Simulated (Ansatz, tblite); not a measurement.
# C20H12F6S3: one state, many levels

An exercise on one series of results from a longer session: the logs are not shown, and one member is left open.

Program: Ansatz 0.2.0, Gaussian basis. Level of theory: as each input shows. These are calculated values, not measurements.

The runs, in order: GFN1-xTB, GFN2-xTB, PBE-D4/def2-TZVP, r2SCAN-D4/def2-TZVP, BHLYP-D4/def2-TZVP, revPBE-D4/def2-TZVP, BLYP-D4/def2-TZVP, PBE-D4/def2-SVP, PBE0-D4/def2-SVP, HF/STO-3G, MP2/def2-SVP, RPA/def2-SVP.

**The geometry**

The geometry is that of the singlet, from an earlier relaxation (PBE-D4/def2-SVP).

SMILES `FC(F)(F)Sc1ccc(Sc2ccc(Sc3ccc(C(F)(F)F)cc3)cc2)cc1`, 41 atoms, charge 0, spin multiplicity 1.

Bond lengths: F1–C2 1.350 Å, C2–F3 1.344 Å, C2–F4 1.348 Å, C2–S5 1.836 Å, S5–C6 1.789 Å, C6–C7 1.409 Å, C6–C29 1.407 Å, C7–C8 1.398 Å, C7–H30 1.100 Å, C8–C9 1.411 Å, C8–H31 1.100 Å, C9–S10 1.780 Å, C9–C28 1.410 Å, S10–C11 1.781 Å, C11–C12 1.408 Å, C11–C27 1.413 Å, C12–C13 1.402 Å, C12–H32 1.100 Å and more. Angles: F1–C2–F3 108.6°, F1–C2–F4 107.0°, F1–C2–S5 112.5°, F3–C2–F4 108.7°, F3–C2–S5 107.6°, F4–C2–S5 112.4°, C2–S5–C6 97.9°, S5–C6–C7 120.1°, S5–C6–C29 119.9°, C7–C6–C29 119.9°, C6–C7–C8 120.2°, C6–C7–H30 119.5°, C8–C7–H30 120.3°, C7–C8–C9 119.9°, C7–C8–H31 120.0°, C9–C8–H31 120.1°, C8–C9–S10 122.7°, C8–C9–C28 119.8° and more.

PBE0-D4/def2-TZVP was run before; its log isn't repeated, and its numbers join the tables.

Set-up of the first run:

Tight binding, by tblite at 300 K electronic temperature and without a spin-polarisation term:

```python
tblite.interface.Calculator('GFN1-xTB', numbers, positions, charge=0, uhf=0).singlepoint()
```

Tight binding, by tblite at 300 K electronic temperature and without a spin-polarisation term:

```python
tblite.interface.Calculator('GFN2-xTB', numbers, positions, charge=0, uhf=0).singlepoint()
```

start.molden holds the orbitals of an earlier run on this state, given as this run's starting guess.

in.yaml

```yaml
crystal:
  periodic: [false, false, false]
  atoms:
    - {symbol: F, position_ang: [5.526488, 2.078161, 1.466031]}
    - {symbol: C, position_ang: [6.424529, 2.374045, 0.502533]}
    - {symbol: F, position_ang: [7.415472, 3.098752, 1.049193]}
    - {symbol: F, position_ang: [5.786588, 3.134321, -0.409424]}
    - {symbol: S, position_ang: [7.177131, 0.873261, -0.240196]}
    - {symbol: C, position_ang: [5.677616, 0.135384, -0.877907]}
    - {symbol: C, position_ang: [4.879832, -0.676001, -0.046873]}
    - {symbol: C, position_ang: [3.713083, -1.262137, -0.546723]}
    - {symbol: C, position_ang: [3.323157, -1.027264, -1.882715]}
    - {symbol: S, position_ang: [1.894941, -1.795388, -2.616344]}
    - {symbol: C, position_ang: [0.700926, -1.804507, -1.295040]}
    - {symbol: C, position_ang: [-0.135413, -2.931014, -1.173076]}
    - {symbol: C, position_ang: [-1.158850, -2.947956, -0.214510]}
    - {symbol: C, position_ang: [-1.331326, -1.856520, 0.655724]}
    - {symbol: S, position_ang: [-2.566728, -1.948853, 1.939429]}
    - {symbol: C, position_ang: [-3.686608, -0.631484, 1.518085]}
    - {symbol: C, position_ang: [-4.589000, -0.222271, 2.524802]}
    - {symbol: C, position_ang: [-5.530858, 0.775572, 2.261276]}
    - {symbol: C, position_ang: [-5.579234, 1.388825, 0.996143]}
    - {symbol: C, position_ang: [-6.551134, 2.511820, 0.741271]}
    - {symbol: F, position_ang: [-6.052718, 3.707876, 1.151191]}
    - {symbol: F, position_ang: [-7.717991, 2.326222, 1.406822]}
    - {symbol: F, position_ang: [-6.845287, 2.638079, -0.575604]}
    - {symbol: C, position_ang: [-4.682042, 0.981471, -0.005383]}
    - {symbol: C, position_ang: [-3.744282, -0.026116, 0.246458]}
    - {symbol: C, position_ang: [-0.477693, -0.737053, 0.547521]}
    - {symbol: C, position_ang: [0.513695, -0.698761, -0.435773]}
    - {symbol: C, position_ang: [4.123268, -0.216168, -2.713704]}
    - {symbol: C, position_ang: [5.299922, 0.356113, -2.214795]}
    - {symbol: H, position_ang: [5.186975, -0.851362, 0.994324]}
    - {symbol: H, position_ang: [3.101482, -1.907309, 0.100465]}
    - {symbol: H, position_ang: [0.016356, -3.797057, -1.834646]}
    - {symbol: H, position_ang: [-1.825088, -3.819135, -0.129910]}
    - {symbol: H, position_ang: [-4.546559, -0.689591, 3.520425]}
    - {symbol: H, position_ang: [-6.236123, 1.085073, 3.046148]}
    - {symbol: H, position_ang: [-4.728245, 1.448664, -0.999683]}
    - {symbol: H, position_ang: [-3.057926, -0.346302, -0.549859]}
    - {symbol: H, position_ang: [-0.609230, 0.115081, 1.230898]}
    - {symbol: H, position_ang: [1.158576, 0.187060, -0.530752]}
    - {symbol: H, position_ang: [3.810939, -0.022553, -3.750941]}
    - {symbol: H, position_ang: [5.921358, 0.999024, -2.854900]}
basis:
  gaussian: {orbitals: def2-TZVP, fitting: {mean_field: def2-universal-jkfit}, initial_orbitals: start.molden}
hamiltonian: {xc: pbe, dispersion: d4}
scf: {omitted_lower_state_checks: [starts]}
output: {forces: true, orbitals: {seedname: orbitals}}
```

Run with:

```
$ ansatz run in.yaml --threads 2 --pin off --events-out ev --progress --plain --max-ram 22528MiB --backend cuda --devices 0, --max-vram 18GiB
```

Among the steps run: PBE-D4/def2-TZVP; r2SCAN-D4/def2-TZVP; BHLYP-D4/def2-TZVP; revPBE-D4/def2-TZVP; BLYP-D4/def2-TZVP; PBE-D4/def2-SVP; PBE0-D4/def2-SVP; HF/STO-3G; MP2/def2-SVP; RPA/def2-SVP.

One table of the session follows, with a row left open; its other results are not shown here.

It belongs to the step «Binding energy». 

| level | binding an atom (eV) |
| --- | --- |
| HF/STO-3G | 3.973 |
| HF/def2-SVP | 3.612 |
| PBE-D4/def2-SVP | 5.322 |
| PBE-D4/def2-TZVP | 5.228 |
| revPBE-D4/def2-TZVP | 5.075 |
| BLYP-D4/def2-TZVP | 5.010 |
| r2SCAN-D4/def2-TZVP | ? |
| PBE0-D4/def2-SVP | 5.165 |
| PBE0-D4/def2-TZVP | 5.079 |
| BHLYP-D4/def2-TZVP | 4.763 |
| MP2/def2-SVP | 4.943 |

Q: Estimate the row for r2SCAN-D4/def2-TZVP from the others.

As computed: binding an atom (eV): 5.036. In the column «binding an atom (eV)» it lies between BLYP-D4/def2-TZVP (5.010) and revPBE-D4/def2-TZVP (5.075).

To keep in mind: Free atoms were run apart at each level; binding is atoms less cluster, divided by the number of atoms, without zero-point or spin-orbit terms.
